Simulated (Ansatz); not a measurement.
# Si3B4: the cost of one run

Program: Ansatz 0.2.0. Level of theory: DFT PBE, scalar-relativistic, plane waves, PAW. These are calculated values, not measurements.

1 further run of the same task is left out (set aside as unsound or not needed).

## 1. The structure to begin with

The structure is cubic, space group P-43m (No. 215). The conventional cell has a = 4.843 Å, b = 4.843 Å, c = 4.843 Å, α = 90.00°, β = 90.00°, γ = 90.00°. Around Si (site symmetry -42m) lie 4 B at 1.98 Å. B (site symmetry 3m) has 3 Si at 1.98 Å and 3 B at 2.11 Å as nearest neighbours.

Coordinates:

```
Si B
1.0
     4.84278    0.00000    0.00000
     0.00000    4.84278    0.00000
     0.00000    0.00000    4.84278
Si B
3 4
Direct
  0.00000 0.00000 0.50000
  0.50000 0.00000 0.00000
  0.00000 0.50000 0.00000
  0.15440 0.15440 0.84560
  0.84560 0.84560 0.84560
  0.15440 0.84560 0.15440
  0.84560 0.15440 0.15440
```

The cell was relaxed beforehand at this level, from a generated guess; it needn't be the stable form of this composition. At a tolerance of 0.05 Å it has space group P-43m (No. 215); it has 16.23 Å³/atom, an uncorrected energy of +0.69 eV/atom over the elements.

## 2. Electronic structure at the relaxed geometry

Contents of input.yaml:

```yaml
crystal:
  lattice:
    - [4.8427774142, 0.0, 0.0]
    - [0.0, 4.8427774142, 0.0]
    - [0.0, 0.0, 4.8427774142]
  atoms:
    - { symbol: Si, position: [0.0, 0.0, 0.5] }
    - { symbol: Si, position: [0.5, 0.0, 0.0] }
    - { symbol: Si, position: [0.0, 0.5, 0.0] }
    - { symbol: B, position: [0.1544038952, 0.1544038952, 0.8455961048] }
    - { symbol: B, position: [0.8455961048, 0.8455961048, 0.8455961048] }
    - { symbol: B, position: [0.1544038952, 0.8455961048, 0.1544038952] }
    - { symbol: B, position: [0.8455961048, 0.1544038952, 0.1544038952] }
basis:
  ecutwfc: 420
kpoints:
  mp_grid: { grid: [8, 8, 8] }
  band_path:
    path:
      - [[0.0, 0.0, 0.0], [0.0, 0.5, 0.0], [0.5, 0.5, 0.0], [0.0, 0.0, 0.0], [0.5, 0.5, 0.5], [0.0, 0.5, 0.0]]
      - [[0.5, 0.5, 0.5], [0.5, 0.5, 0.0]]
    npoints: 14
hamiltonian:
  xc: pbe
scf:
  occupations: { method: gaussian, width: 0.1 }
  n_extra_bands: 17
output:
  forces: true
  stress: true
  eigenvalues: true
  populations: true
  dos: { projected: true, de: 0.02, nscf_kmesh: { grid: [10, 10, 10] } }
  bader: true
  write_density: true
  write_potential: true
  elf: true
  volumetric_format: npy
```

The run is started by

```bash
ansatz run input.yaml --threads 1 --pin off --max-ram 2560MiB --backend cpu --events-out ev --progress --plain --runs-dir out
```

Q: Estimate wall time and peak memory on 1 thread of Arm Neoverse V2, shared host.

About 1.9 min, with a peak of 0.42 GiB.
